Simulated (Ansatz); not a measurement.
# C2H8AlBO: the cost of one run

All numbers below are computed with Ansatz 0.2.0 (UKS r2SCAN-D4/STO-3G).

## 1. The starting structure

Bond lengths: C1–O2 1.380 Å, O2–B3 1.447 Å, B3–C4 1.659 Å, B3–Al5 2.078 Å, C1–H6 1.172 Å, C1–H7 1.084 Å, C1–H8 1.108 Å, C4–H9 1.108 Å, C4–H10 1.052 Å, C4–H11 1.172 Å, Al5–H12 1.614 Å, Al5–H13 1.650 Å. Angles (14 of 19 angles, heavy atoms first): C1–O2–B3 107.5°, O2–B3–C4 122.5°, O2–B3–Al5 121.6°, C4–B3–Al5 115.9°, O2–C1–H6 111.1°, O2–C1–H7 116.2°, O2–C1–H8 107.8°, B3–C4–H9 109.4°, B3–C4–H10 110.0°, B3–C4–H11 104.0°, B3–Al5–H12 120.4°, B3–Al5–H13 118.2°, H6–C1–H7 110.4°, H6–C1–H8 101.1°.

As a file:

```xyz
13

C    -1.7452    0.0996    0.8407
O    -1.2799   -0.5267   -0.2981
B     0.1379   -0.2563   -0.3954
C     1.2804   -1.2253    0.3184
Al    0.8695    1.3265   -1.5262
H    -1.6743    1.2652    0.7409
H    -1.3097   -0.2262    1.7786
H    -2.8434   -0.0452    0.8820
H     1.8130   -0.6507    1.1021
H     1.8807   -1.6765   -0.4187
H     0.6511   -2.0491    0.8650
H     2.4573    1.6029   -1.6134
H    -0.2169    2.3270   -2.2611
```

## 2. Relaxing the start

The input, input.yaml:

```yaml
crystal:
  periodic: [false, false, false]
  atoms:
    - { symbol: C, position_ang: [-1.7452, 0.0996, 0.8407] }
    - { symbol: O, position_ang: [-1.2799, -0.5267, -0.2981] }
    - { symbol: B, position_ang: [0.1379, -0.2563, -0.3954] }
    - { symbol: C, position_ang: [1.2804, -1.2253, 0.3184] }
    - { symbol: Al, position_ang: [0.8695, 1.3265, -1.5262] }
    - { symbol: H, position_ang: [-1.6743, 1.2652, 0.7409] }
    - { symbol: H, position_ang: [-1.3097, -0.2262, 1.7786] }
    - { symbol: H, position_ang: [-2.8434, -0.0452, 0.882] }
    - { symbol: H, position_ang: [1.813, -0.6507, 1.1021] }
    - { symbol: H, position_ang: [1.8807, -1.6765, -0.4187] }
    - { symbol: H, position_ang: [0.6511, -2.0491, 0.865] }
    - { symbol: H, position_ang: [2.4573, 1.6029, -1.6134] }
    - { symbol: H, position_ang: [-0.2169, 2.327, -2.2611] }
magnetization:
  spin_polarized: true
basis:
  gaussian: { orbitals: STO-3G }
hamiltonian:
  xc: r2scan
  dispersion: d4
relax:
  f_tol: 0.02
  max_steps: 40
output:
  orbitals: {}
```

Launch:

```
$ ansatz run input.yaml --threads 1 --pin off --max-ram 2048MiB --backend cpu --events-out ev --progress --plain --runs-dir out
```

**Question.** How long does this run take on 1 thread of Arm Neoverse V2, shared host, and how much memory does it need?

About 2.9 min, with a peak of 0.23 GiB.
